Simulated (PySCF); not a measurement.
# C6H7BO: the cost of one run

Programs: PySCF 2.14.0. All values are calculated, for the isolated system unless a continuum is named. Atoms count from 0, parts from 1.

## 1. Starting point

15 atoms, charge 0, multiplicity 1; geometry: GFN2-xTB, rigid scan. Parts: 1 = atoms 0–10, `b1ccccc1`, charge 0; 2 = atoms 11–14, `C=O`, charge 0. In the given geometry B3 and O12 of different parts are bonded (1.40 Å), so values for the parts refer to these atom groups.

## 2. Counterpoise and decomposition: 1.40 Å

Job settings and geometry (Å):

```
{"job": {"kind": "inter", "xc": "B3LYP", "basis": "def2-SVP", "disp": "d4"}, "charge": 0, "multiplicity": 1, "parts": [{"atoms": "0-10", "charge": 0, "multiplicity": 1}, {"atoms": "11-14", "charge": 0, "multiplicity": 1}]}
C      0.202784     1.068785    -0.289747
C     -0.996535     0.603671     0.249727
C     -1.120935    -0.672424     0.750252
B      0.089192    -1.585707     0.707788
C      1.354410    -1.018185     0.103800
C      1.346408     0.278621    -0.364108
H      0.243497     2.082579    -0.665755
H     -1.840107     1.283987     0.265651
H     -2.092822    -0.949682     1.145364
H      2.278010    -1.578052     0.018393
H      2.237681     0.711717    -0.802721
C     -0.730859    -3.630677     1.721448
O      0.140929    -2.907215     1.170554
H     -0.459447    -4.643130     1.989403
H     -1.735662    -3.281650     1.934052
```

Method: B3LYP-D4/def2-SVP interaction energy, counterpoise and uncorrected, gas phase.

Command:

```console
> OMP_NUM_THREADS=1 python cluster_run.py task.json out
```

The driver reads the jobs from task.json and runs them one after another.

Q: Estimate the wall time and peak memory of this first job on 1 thread of Intel Xeon at 2.50GHz, shared host.

About 80 s, with a peak of 0.54 GiB.
